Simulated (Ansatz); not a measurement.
F2In, SMILES [F][In][F], a single point in a Gaussian basis

With Ansatz 0.2.0, Python API.

Contents of `f2in.xyz`:
```text
3

F     0.63870    1.56150    0.51060
In   -0.27010    0.15520   -0.12810
F    -0.37950   -1.78150   -0.39570
```

Notebook, run cell by cell (the value of a cell's last expression is shown):

In [1]:
```python
from pathlib import Path

import ansatz as az
import numpy as np
```

In [2]:
```python
system = az.Crystal.molecule_from_extxyz('f2in.xyz')
```

In [3]:
```python
setup = (
    system.calculation()
    .basis(gaussian='def2-SVP')
    .functional('PBE0')
    .spin('collinear', total=1)
    .forces()
    .orbitals()
)
res = setup.run(threads=1, backend='cpu', runs_dir='out')
r = res.report
```

In [4]:
```python
sorted(key for key in r if key.endswith('_ev'))
```
Out [4]:
```text
['free_energy_ev', 'reference_energy_ev']
```

In [5]:
```python
{key: value for key, value in r.items() if isinstance(value, (int, float)) and 'ev' in key}
```
Out [5]:
```text
{'free_energy_ev': -10597.915790234052, 'reference_energy_ev': -10597.915790234052}
```

In [6]:
```python
type(res).__name__, type(r).__name__
```
Out [6]:
```text
('RunOutcome', 'dict')
```

In [7]:
```python
print('reference energy %16.6f eV' % r['reference_energy_ev'])
print('total energy     %16.6f eV' % r['free_energy_ev'])
print('occupied (up, down):', r['n_occupied'], ' virtual:', r['n_virtual'], ' frozen:', r['n_frozen'])

symbols = [site.symbol for site in system.cartesian_sites]
print('forces (eV/A)')
for symbol, f in zip(symbols, r['forces_ev_ang']):
    print(f'  {symbol:2s} {f[0]:9.4f} {f[1]:9.4f} {f[2]:9.4f}')
```
```text
reference energy    -10597.915790 eV
total energy        -10597.915790 eV
occupied (up, down): [20, 19]  virtual: [34, 35]  frozen: 0
forces (eV/A)
  F     3.3661    4.4804    2.2871
  In   -3.6694   -3.7982   -2.3760
  F     0.3033   -0.6822    0.0889
```

In [8]:
```python
charges = r['charge_distribution']
dipole = np.array(charges['dipole_moment_e_ang']) * 4.803205
print('dipole (D): {:.3f} {:.3f} {:.3f}, length {:.3f}'.format(*dipole, np.linalg.norm(dipole)))
print('atom  Mulliken   Lowdin')
for symbol, m, l in zip(symbols, charges['mulliken_charges_e'], charges['lowdin_charges_e']):
    print(f'{symbol:4s} {m:9.3f} {l:8.3f}')
```
```text
dipole (D): -0.334 0.852 -0.087, length 0.920
atom  Mulliken   Lowdin
F       -0.428   -0.090
In       0.844    0.246
F       -0.416   -0.156
```

In [9]:
```python
lines = Path(r['orbitals_path']).read_text().splitlines()
field_of = lambda key: [line.split('=')[1].strip() for line in lines if line.startswith(key)]
orbitals = [(27.211386 * float(e), s, float(n)) for e, s, n in zip(field_of('Ene='), field_of('Spin='), field_of('Occup='))]
homo = max(e for e, _, n in orbitals if n > 0.5)
lumo = min(e for e, _, n in orbitals if n < 0.5)
for e, spin, n in sorted(orbitals):
    if homo - 15 < e < lumo + 5:
        print(f'{spin:6s} {e:10.3f} eV  occupation {n:.0f}')
```
```text
Alpha     -13.085 eV  occupation 1
Beta      -12.416 eV  occupation 1
Alpha     -11.946 eV  occupation 1
Alpha     -11.389 eV  occupation 1
Alpha     -11.316 eV  occupation 1
Beta      -11.260 eV  occupation 1
Beta      -11.259 eV  occupation 1
Beta      -10.761 eV  occupation 1
Alpha     -10.255 eV  occupation 1
Alpha     -10.253 eV  occupation 1
Beta      -10.106 eV  occupation 1
Beta      -10.073 eV  occupation 1
Alpha      -6.304 eV  occupation 1
Beta       -3.409 eV  occupation 0
Alpha      -1.628 eV  occupation 0
Alpha      -0.960 eV  occupation 0
Beta       -0.950 eV  occupation 0
Beta       -0.437 eV  occupation 0
Alpha       1.481 eV  occupation 0
```

Caveats:
- Total energies depend on the basis set; only differences at equal settings carry meaning.
- The geometry is a force-field or estimated start, not a minimum of this method, and the basis set is short of its limit.
- def2 sets replace the cores of elements past krypton by effective core potentials.
- The species is open-shell (spin multiplicity 2).
- The Löwdin charges here are taken after orthogonalising the functions within each atom; they differ from plain Löwdin charges, and their signs can be unphysical.
- Levels such as HOMO and LUMO are orbital energies: with these approximate functionals they aren't the ionisation energy and electron affinity, and their gap isn't the fundamental gap.
- Hardware and time: 2.8 s on 1 thread of Arm Neoverse V2, on a shared host, peak memory 0.2 GiB.

(Lines on the test bed's own set-up are left out of the output.)
